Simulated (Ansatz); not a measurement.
What does this script print? It uses the Ansatz DFT code, driven from Python.

`ch4fsesi.py`
```python
"""Bending curve of CH4FSeSi."""

import warnings

import ansatz as az
from ase import Atoms

warnings.simplefilter("ignore", az.DeckWarning)

atoms = Atoms(["C", "Si", "F", "Se", "H", "H", "H", "H"], positions=[
    (-0.1126, 1.179, -0.3951),
    (0.0019, -0.2689, 0.7041),
    (1.5766, -0.4174, 1.1889),
    (-0.5422, -2.1273, -0.4426),
    (-1.2141, 1.3168, -0.7526),
    (0.1416, 2.1511, 0.147),
    (0.5187, 1.0996, -1.2908),
    (-0.2778, -2.9901, 0.7852),
])

# start the scan from a relaxed geometry
first = (
    az.Crystal.molecule_from_ase(atoms).calculation()
    .basis(gaussian="def2-SVP")
    .spin("collinear", total=1)
    .functional("pbe0")
    .relax(force_tolerance=0.02, max_steps=80)
)
atoms.positions = first.run().report["positions_ang"]

rows = []
for angle in [85, 95, 105, 115, 125, 140, 160]:
    bent = atoms.copy()
    bent.set_angle(1, 3, 7, angle, indices=[7])
    base = (
        az.Crystal.molecule_from_ase(bent).calculation()
        .basis(gaussian="def2-SVP")
        .correlation("mp2")
        .spin("collinear", total=1)
    )
    rows.append((angle, base.run().report["free_energy_ev"]))
floor = min(e for _, e in rows)
for angle, e in rows:
    print(f"angle Si1-Se3-H7 = {angle:3d} deg   {1000 * (e - floor):9.1f} meV")
```

Running `python ch4fsesi.py` prints:
```text
angle Si1-Se3-H7 =  85 deg        34.8 meV
angle Si1-Se3-H7 =  95 deg         0.0 meV
angle Si1-Se3-H7 = 105 deg        66.1 meV
angle Si1-Se3-H7 = 115 deg       223.9 meV
angle Si1-Se3-H7 = 125 deg       459.8 meV
angle Si1-Se3-H7 = 140 deg       917.9 meV
angle Si1-Se3-H7 = 160 deg      1561.4 meV
```

These settings explore the input space; basis and method may be short of convergence. The scan is rigid, and the energies are electronic, in a modest basis. The zero is the lowest point of the grid, which needn't be the minimum. The species is open-shell (spin multiplicity 2). The start is relaxed with a density functional and scanned with the wavefunction method, so it isn't exactly that method's minimum. Hardware and time: 85 s on 1 thread of Arm Neoverse V1 (shared host), peak memory 0.38 GiB.
